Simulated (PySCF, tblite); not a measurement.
# C3H8FN2Si radical: geometry, infrared bands and EPR parameters

Aim: predict the infrared bands and EPR parameters of C3H8FN2Si radical (`[CH2][C@@H]1CN[Si@@H](F)N1`).

Programs: tblite 0.8.0 and PySCF 2.14.0, with density-fitted response routines of our own. Each step states its level of theory. These are calculated values for one molecule in the gas phase, unless marked as measured. Atoms count from 0, in the outputs and in this text.

### Step 1. Starting geometry

15 atoms, charge 0, multiplicity 2; geometry from: force field or distance geometry start.

Bonds of the start (Å): C0–C1 1.52, C1–C2 1.46, C2–N3 1.45, N3–Si4 1.80, Si4–F5 1.66, Si4–N6 1.77, N6–C1 1.42, C0–H7 1.11, C0–H8 1.10, C1–H9 1.13, C2–H10 1.12, C2–H11 1.11, N3–H12 1.02, Si4–H13 1.46, N6–H14 1.04.

### Step 2. Optimising the geometry with GFN2-xTB

The job: settings as JSON, then the geometry in Å.

```
{"job": {"kind": "relax", "xc": "GFN2-xTB", "basis": "xTB"}, "charge": 0, "multiplicity": 2}
C      1.803200    -0.870600    -0.520700
C      0.735100    -0.226200     0.340700
C     -0.477900    -1.038400     0.429400
N     -1.521600    -0.531100    -0.434900
Si    -1.257000     1.222300    -0.144000
F     -2.008900     1.626500     1.285200
N      0.507500     1.116700    -0.061400
H      1.605400    -0.656900    -1.592700
H      2.787300    -0.512800    -0.183100
H      1.164100    -0.174000     1.389800
H     -0.879100    -0.987700     1.472200
H     -0.257600    -2.090700     0.154700
H     -1.408300    -0.757900    -1.424200
H     -1.761200     2.038000    -1.240000
H      0.964700     1.850900     0.507300
```

Command:

```
$ OMP_NUM_THREADS=1 python probes_run.py task.json out
```

One launch serves the whole session: the jobs run in the order shown.

Log:

```text
step      E/eV     max force
  0    -620.07974    4.412
  1    -620.53467    1.659
  2    -620.67622    1.016
  3    -620.78772    0.806
  4    -620.85938    0.682
  5    -620.91274    0.526
  6    -620.93814    0.487
  7    -620.95783    0.359
  8    -620.97022    0.327
  9    -620.98137    0.328
 10    -620.99561    0.422
 11    -621.01236    0.458
 12    -621.02785    0.311
 13    -621.04032    0.248
 14    -621.04962    0.305
 15    -621.05860    0.356
 16    -621.06618    0.400
 17    -621.07443    0.215
 18    -621.08043    0.236
 19    -621.08729    0.326
 20    -621.09223    0.249
 21    -621.09732    0.175
 22    -621.10127    0.166
 23    -621.10583    0.247
 24    -621.11136    0.273
 25    -621.11773    0.224
 26    -621.12341    0.230
 27    -621.12866    0.260
 28    -621.13409    0.194
 29    -621.14223    0.157
 30    -621.14644    0.172
 31    -621.15082    0.175
 32    -621.15481    0.187
 33    -621.16116    0.198
 34    -621.17086    0.235
 35    -621.18244    0.241
 36    -621.19076    0.264
 37    -621.19493    0.346
 38    -621.19595    0.462
 39    -621.20372    0.187
 40    -621.20847    0.153
 41    -621.21644    0.167
 42    -621.21991    0.172
 43    -621.22331    0.173
 44    -621.22651    0.192
 45    -621.22911    0.134
 46    -621.23088    0.118
 47    -621.23318    0.105
 48    -621.23558    0.108
 49    -621.23726    0.088
 50    -621.23829    0.082
 51    -621.23884    0.056
 52    -621.23927    0.072
 53    -621.23976    0.054
 54    -621.24039    0.052
 55    -621.24090    0.061
 56    -621.24128    0.061
 57    -621.24167    0.049
 58    -621.24201    0.041
 59    -621.24235    0.043
 60    -621.24265    0.038
 61    -621.24292    0.046
 62    -621.24314    0.042
 63    -621.24337    0.043
 64    -621.24362    0.037
 65    -621.24387    0.036
 66    -621.24407    0.035
 67    -621.24422    0.028
 68    -621.24439    0.036
 69    -621.24460    0.031
 70    -621.24481    0.044
 71    -621.24499    0.046
 72    -621.24519    0.037
 73    -621.24543    0.039
 74    -621.24574    0.040
 75    -621.24604    0.066
 76    -621.24633    0.052
 77    -621.24661    0.068
 78    -621.24692    0.049
 79    -621.24716    0.035
 80    -621.24731    0.042
 81    -621.24739    0.031
 82    -621.24756    0.041
 83    -621.24780    0.054
 84    -621.24819    0.060
 85    -621.24864    0.046
 86    -621.24905    0.036
 87    -621.24929    0.028
 88    -621.24941    0.029
 89    -621.24950    0.026
 90    -621.24961    0.029
 91    -621.24972    0.032
 92    -621.24984    0.026
 93    -621.24993    0.031
 94    -621.24999    0.025
 95    -621.25008    0.020
 96    -621.25016    0.018
 97    -621.25023    0.019
 98    -621.25028    0.023
 99    -621.25032    0.020
100    -621.25037    0.017
101    -621.25041    0.011
102    -621.25042    0.008
```

Run time: 0.69 s. Hardware: 1 thread of Arm Neoverse V1, shared host.

The steps of the relaxation: (not every step is listed)

```tsv
step	energy from step 0 (eV)	largest force (eV/Å)
0	0.0000	4.4124
1	-0.4549	1.6592
2	-0.5965	1.0155
3	-0.7080	0.8063
4	-0.7796	0.6825
5	-0.8330	0.5257
6	-0.8584	0.4868
7	-0.8781	0.3595
8	-0.8905	0.3274
16	-0.9864	0.3997
24	-1.0316	0.2731
32	-1.0751	0.1873
40	-1.1287	0.1532
48	-1.1558	0.1078
56	-1.1615	0.0608
64	-1.1639	0.0372
72	-1.1654	0.0373
80	-1.1676	0.0420
88	-1.1697	0.0291
96	-1.1704	0.0180
97	-1.1705	0.0193
98	-1.1705	0.0227
99	-1.1706	0.0199
100	-1.1706	0.0171
101	-1.1707	0.0106
102	-1.1707	0.0081
```

Close pairs (by a distance rule), those that changed most:

```tsv
bond	before (Å)	after (Å)	change (Å)
C1–C2	1.462	1.567	+0.104
N3–Si4	1.797	1.706	-0.091
Si4–N6	1.770	1.710	-0.060
Si4–F5	1.665	1.610	-0.055
C0–C1	1.516	1.470	-0.046
C0–H7	1.111	1.072	-0.038
C1–H9	1.135	1.098	-0.037
C1–N6	1.420	1.453	+0.033
```

The final coordinates are the input of the step that follows.

### Step 3. Vibrational analysis with GFN2-xTB

The job: settings as JSON, then the geometry in Å.

```
{"job": {"kind": "ir", "xc": "GFN2-xTB", "basis": "xTB"}, "charge": 0, "multiplicity": 2}
C      1.785141    -0.357798    -0.585914
C      0.849721    -0.187691     0.535213
C     -0.357585    -1.179556     0.421815
N     -1.464759    -0.460037    -0.149642
Si    -1.202500     1.218031    -0.313823
F     -2.279437     2.112749     0.481372
N      0.250534     1.134868     0.583243
H      1.586003     0.130700    -1.519672
H      2.602541    -1.048513    -0.520743
H      1.368213    -0.384222     1.483020
H     -0.618583    -1.539784     1.423716
H     -0.073724    -2.039924    -0.193693
H     -2.147952    -1.017342    -0.627234
H     -1.229915     1.749496    -1.666048
H      0.927887     1.877013     0.626478
```

Log:

```text
mode    cm-1     km/mol
  1      82.8      2.01
  2      95.1      2.03
  3     134.6      2.30
  4     152.7     16.39
  5     199.9     61.61
  6     253.5     10.37
  7     293.5     14.76
  8     393.7      7.27
  9     463.1     20.17
 10     481.8     25.15
 11     538.5    155.56
 12     589.7     92.31
 13     661.6      5.60
 14     719.8     90.59
 15     778.4    126.70
 16     848.9     64.16
 17     889.8    168.88
 18     915.2     54.09
 19     930.8     21.07
 20     972.1     37.88
 21    1092.5     22.19
 22    1105.2     27.23
 23    1148.8     31.29
 24    1164.1     87.88
 25    1221.8     31.62
 26    1251.0      8.94
 27    1292.0     82.55
 28    1300.3     23.79
 29    1344.6     69.90
 30    1387.3      0.29
 31    1478.0      1.49
 32    2333.0    289.00
 33    2871.6     23.74
 34    2884.0     97.84
 35    2922.6     59.89
 36    3131.2     16.11
 37    3179.9     37.35
 38    3493.4      1.52
 39    3524.9      1.44
```

Wall time 0.49 s (1 thread of Arm Neoverse V1, shared host).

Which atoms move in the most intense modes:

```tsv
cm⁻¹	km/mol	atoms
538	155.6	H14 48 %, N6 26 %, Si4 10 %
590	92.3	H13 81 %
720	90.6	H13 90 %
778	126.7	F5 43 %, Si4 22 %, N3 13 %, N6 12 %
890	168.9	Si4 31 %, N3 23 %, N6 13 %
1164	87.9	H11 37 %, H9 24 %
2333	289.0	H13 97 %
2884	97.8	H10 56 %, H9 22 %, H11 13 %
```

### Step 4. g tensor and hyperfine couplings: B3LYP/pcH-1

Same as in step 3 but for these lines:

```diff
@@ -1,2 +1,2 @@
-{"job": {"kind": "ir", "xc": "GFN2-xTB", "basis": "xTB"}, "charge": 0, "multiplicity": 2}
+{"job": {"kind": "epr", "basis": "pcH-1"}, "charge": 0, "multiplicity": 2}
 C      1.785141    -0.357798    -0.585914
```

With the program's defaults for keys left out, this is: UKS B3LYP, pcH-1 on C F H N Si, non-relativistic, mean-field spin-orbit, GIAO.

Log:

```text
UKS, coarse grid
  cycle   1  E = -617.93471774  |g| = 5.55e-01
  cycle   2  E = -617.81055131  |g| = 8.35e-01
  cycle   3  E = -618.04489129  |g| = 5.54e-02
  cycle   4  E = -618.04572826  |g| = 3.07e-02
  cycle   5  E = -618.04609546  |g| = 8.37e-03
  cycle   6  E = -618.04612077  |g| = 3.60e-03
  cycle   7  E = -618.04612709  |g| = 1.01e-03
  cycle   8  E = -618.04612680  |g| = 2.99e-04
UKS, final grid
  cycle   1  E = -618.04613379  |g| = 3.74e-04
  cycle   2  E = -618.04613374  |g| = 5.18e-04
  cycle   3  E = -618.04613385  |g| = 4.36e-05
  cycle   4  E = -618.04613385  |g| = 1.86e-05
E = -618.04613385 Eh   <S^2> = 0.7536 (exact 0.7500)
g shifts (ppm)      1          2          3
  rmc          -142       -142       -142
  gc             11         27         34
  oz_so         -36        347        610
  total        -168        231        501
hyperfine (MHz)  atom isotope    a_iso     a_fc   dipolar eigenvalues
    0   13C      92.95      93.05    -80.18    -79.60    159.78
    1   13C     -32.81     -32.82     -1.82     -0.59      2.41
    2   13C      88.71      88.72     -7.08     -5.68     12.76
    3   14N       0.52       0.52     -0.29     -0.22      0.51
    4  29Si       1.77       1.77     -1.20      0.46      0.74
    5   19F       9.25       9.24     -2.11     -1.91      4.02
    6   14N       4.28       4.28     -1.50     -1.12      2.62
    7    1H     -61.79     -61.81    -38.74     -0.15     38.89
    8    1H     -61.99     -62.00    -38.82     -0.17     38.99
    9    1H      41.23      41.23     -5.72     -4.21      9.94
   10    1H      14.92      14.92     -3.69     -1.75      5.45
   11    1H       2.70       2.70     -7.57     -1.29      8.86
   12    1H       4.87       4.87     -1.34     -1.24      2.57
   13    1H       0.28       0.28     -1.25     -1.21      2.47
   14    1H      -2.50      -2.50     -5.13     -2.43      7.56
```

Wall time 82 s (1 thread of Arm Neoverse V1, shared host); peak memory 0.97 GiB.

Principal g values 2.00215, 2.00255, 2.00282; g(iso) = 2.00251, against 2.00232 for a free electron.

Hyperfine couplings; where a row names several nuclei, a(iso) is their mean (it holds for fast rotation or exchange) and the dipolar term the largest among them:

```tsv
nuclei	isotope	a(iso) (MHz)	a(iso) (G, at g = 2.0023)	largest dipolar term (MHz)
C0	13C	93.0	33.2	159.8
C2	13C	88.7	31.7	12.8
H7, H8	1H	-61.9	-22.1	39.0
H9	1H	41.2	14.7	9.9
C1	13C	-32.8	-11.7	2.4
H10	1H	14.9	5.3	5.4
F5	19F	9.3	3.3	4.0
H12	1H	4.9	1.7	2.6
N6	14N	4.3	1.5	2.6
H11	1H	2.7	1.0	8.9
H14	1H	-2.5	-0.9	7.6
Si4	29Si	1.8	0.6	-1.2
N3	14N	0.5	0.2	0.5
H13	1H	0.3	0.1	2.5
```

Mulliken spin populations:

C0 1.07; C1 -0.08; C2 0.05; N3 0.00; Si4 0.00; F5 0.00; N6 0.01; H7 -0.05; H8 -0.04; H9 0.02; H10 0.01; H11 0.00; H12 0.00; H13 0.00; H14 0.00

In first order the couplings over 0.8 MHz of 1H, 19F, 14N give 576 distinct lines over 74.2 G, if the averaged nuclei exchange fast; the same motion can average rows kept apart here too.

The fields below are evaluated on a grid from the run's orbitals.

ELF in a plane through or near 4 of the atoms.

Ten even steps from ' ' (0.00) to '@' (1.00):
```
                                                        
                                                        
                                                        
                                                        
              ..----::..              ..                
            ..--++++==::          ..==++::              
          ::==++**####**..  ::::::==%%%%--              
        ::##@@@@##++****::  --==----++##--              
      ..++@@@@@@%%##..++::  ..--....::--::              
      ..**@@@@@@@@--**##--    ::..::--......            
        ..##@@%%**++==::......**%%%%==..                
          ..::::..    ..----++%%####**::                
                  ..**@@%%++****--++++::                
                  ##@@@@@@##==**%%@@%%==                
                ::@@@@@@@@++  ::%%@@%%++                
                  **@@@@##::    ++##**::                
                    ::::..        ....                  
                                                        
                                                        
                                                        
```
The map spans 11.2 Å across and 9.1 Å up, centred on the molecule. Atoms in the plane (x, y in Å): C0 (-1.7, 0.7), N3 (1.0, -1.1), H8 (-2.7, 0.5), H11 (-0.9, -1.7).

On the surface of density 0.002 e/bohr³ the electrostatic potential runs, from the 1st to the 99th percentile, from -1.41 V near F5 to 1.64 V near H12.

The spin density lies nearest to C0 63 %; H7, H8 about 10 % each.

### Step 5. Summary of results

```
                                                                  quantity                  value
                                 strongest single infrared mode (GFN2-xTB)  2333 cm⁻¹, 289 km/mol
                                              zero-point energy (GFN2-xTB)          69.4 kcal/mol
                                                            g(iso) (B3LYP)                2.00251
                                                                      ⟨S²⟩     0.754 (exact 0.75)
                                        largest a(iso) (averaged by class)    13C on C0, 93.0 MHz
potential on the surface of density 0.002 e/bohr³, 1st and 99th percentile     -1.41 V and 1.64 V
```

Relaxing lowered the energy by 1.171 eV in 102 steps; the close pair that moved most is C1–C2, from 1.462 to 1.567 Å. All 39 modes are real, so the xTB geometry is a minimum. The strongest single mode, at 2333 cm⁻¹, moves mainly H13. Unscaled tight-binding wavenumbers are off by several per cent, some by more. Its intensities can rank the bands wrongly. Most of the unpaired spin sits on C0 (1.07 e). The isotropic g lies 0.2 ppt above the free-electron value. These values are for one conformer; the search (at its own cheap level) found 1 more, at 0.72 kcal/mol, and measured spectra average over such forms.
